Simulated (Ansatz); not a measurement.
# TaN: the cost of one run

Program: Ansatz 0.2.0. Level of theory: DFT LDA+U (U_eff = 7 eV on Ta d), plane waves, PAW, no spin–orbit coupling unless a run says so. These are calculated values, not measurements.

**1. The system as given**

The structure is cubic, space group Fm-3m (No. 225). Conventional cell: a = 4.358 Å, b = 4.358 Å, c = 4.358 Å, α = 90.00°, β = 90.00°, γ = 90.00°. Ta (site symmetry m-3m) has 6 N at 2.18 Å as nearest neighbours. N (site symmetry m-3m) is surrounded by 6 Ta at 2.18 Å.

Structure file:

```xyz
4
Lattice="0.0000 2.1790 2.1790 4.3580 2.1790 2.1790 4.3580 4.3580 0.0000" Properties=species:S:1:pos:R:3 pbc="T T T"
Ta    2.1790    2.1790    2.1790
N     0.0000    0.0000    0.0000
Ta    4.3580    4.3580    2.1790
N     2.1790    2.1790    0.0000
```

An earlier series on this cell reached its lowest free state from «ferrimagnetic site moments held at first, then free», perhaps among other starts.

**2. Site moments held (series factor 0.95; the input gives the size)**

File input.yaml:

```yaml
crystal:
  lattice:
    - [0.0, 2.17900131, 2.17900131]
    - [4.35800262, 2.17900131, 2.17900131]
    - [4.35800262, 4.35800262, 0.0]
  atoms:
    - { symbol: Ta, position: [0.5, 0.5, 0.0], spin: 1.9 }
    - { symbol: "N", position: [0.0, 0.0, 0.0] }
    - { symbol: Ta, position: [0.5, 0.5, 0.5], spin: 1.9 }
    - { symbol: "N", position: [0.0, 0.0, 0.5] }
basis:
  ecutwfc: 420
  ecutrho_ratio: 4
kpoints:
  mp_grid: { grid: [7, 7, 7] }
hamiltonian:
  xc: lda
  hubbard:
    sites:
      - { site: 0, l: d, u_eff: 7.0, starting_ns: [{ spin: up, occupation_matrix: s0up }, { spin: down, occupation_matrix: s0down }] }
      - { site: 2, l: d, u_eff: 7.0, starting_ns: [{ spin: up, occupation_matrix: s2up }, { spin: down, occupation_matrix: s2down }] }
    occupation_matrices:
      s0up:
        matrix:
          - [0.02, 0.0, 0.0, 0.0, 0.0]
          - [0.0, 0.97, 0.0, 0.0, 0.0]
          - [0.0, 0.0, 0.02, 0.0, 0.0]
          - [0.0, 0.0, 0.0, 0.02, 0.0]
          - [0.0, 0.0, 0.0, 0.0, 0.97]
      s0down:
        matrix:
          - [0.02, 0.0, 0.0, 0.0, 0.0]
          - [0.0, 0.02, 0.0, 0.0, 0.0]
          - [0.0, 0.0, 0.02, 0.0, 0.0]
          - [0.0, 0.0, 0.0, 0.02, 0.0]
          - [0.0, 0.0, 0.0, 0.0, 0.02]
      s2up:
        matrix:
          - [0.02, 0.0, 0.0, 0.0, 0.0]
          - [0.0, 0.97, 0.0, 0.0, 0.0]
          - [0.0, 0.0, 0.02, 0.0, 0.0]
          - [0.0, 0.0, 0.0, 0.02, 0.0]
          - [0.0, 0.0, 0.0, 0.0, 0.97]
      s2down:
        matrix:
          - [0.02, 0.0, 0.0, 0.0, 0.0]
          - [0.0, 0.02, 0.0, 0.0, 0.0]
          - [0.0, 0.0, 0.02, 0.0, 0.0]
          - [0.0, 0.0, 0.0, 0.02, 0.0]
          - [0.0, 0.0, 0.0, 0.0, 0.02]
    ns_hold: { iters: 8 }
scf:
  occupations: { method: gaussian, width: 0.05 }
  lower_state_search: "off"
  max_iter: 150
output:
  forces: true
  stress: true
  eigenvalues: true
  populations: true
  hubbard: { sites: [{ site: 0, l: d }, { site: 2, l: d }] }
magnetization:
  spin_polarized: true
  spin_locking: { lock_spins: true }
```

The typed matrices put 0.97 on the chosen orbitals and 0.02 on the others, and are held for 8 cycles. The lock stays on to the end, so the result is a constrained state.

The run is started by

```console
$ ansatz run input.yaml --threads 2 --pin off --max-ram 3072MiB --backend cpu --events-out ev --progress --plain --runs-dir out
```

What time and memory should one allow on 2 threads of AMD EPYC 9R45 (Zen 5), shared host?

About 6.9 s, with a peak of 0.44 GiB.
